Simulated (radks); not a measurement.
# Be³⁺ in 1s0.5 2s0.5: an all-electron calculation

What are the levels of the beryllium ion Be3+, how large are its shells, and how does its energy divide?

The numbers are computed with radks (a radial shooting solver on a logarithmic mesh, Libxc functionals) version 1 (non-relativistic Kohn-Sham, r2SCAN, spin-polarised, spherical densities, point nucleus; open shells are filled with parallel spins first), except any that are marked as measured or tabulated.

## 1. Starting point

* element: beryllium (Z = 4)
* charge: +3
* electrons: 1
* configuration: 1s0.5 2s0.5

## 2. The run

The run's settings:

```text
Z 4
configuration 1s0.5 2s0.5
relativity non-relativistic
functional r2scan,r2scan
spin polarised
nucleus point
```

Started as:

```sh
python run_ks.py task.json out
```

All runs below come from this command, one after another.

Q: Predict the outcome of this run.

The runs gave:

```
                        quantity                   value
                    total energy        -5.05091 hartree
exchange-correlation share of it                 12.81 %
                            −T/E                  0.9993
          highest occupied level       2s up, -45.420 eV
    most extended occupied level  2s up, <r> = 1.56 bohr
 radius at density 0.001 e/bohr³               2.53 bohr
    maxima of the radial density                       2
```

What this shows: The radial density shows 2 maxima for 2 occupied principal shells. −T/E = 0.9993, near the virial value of 1. This is not the tabulated ground configuration, so its levels and sizes aren't those of the ground state, and no measured value stands beside it.
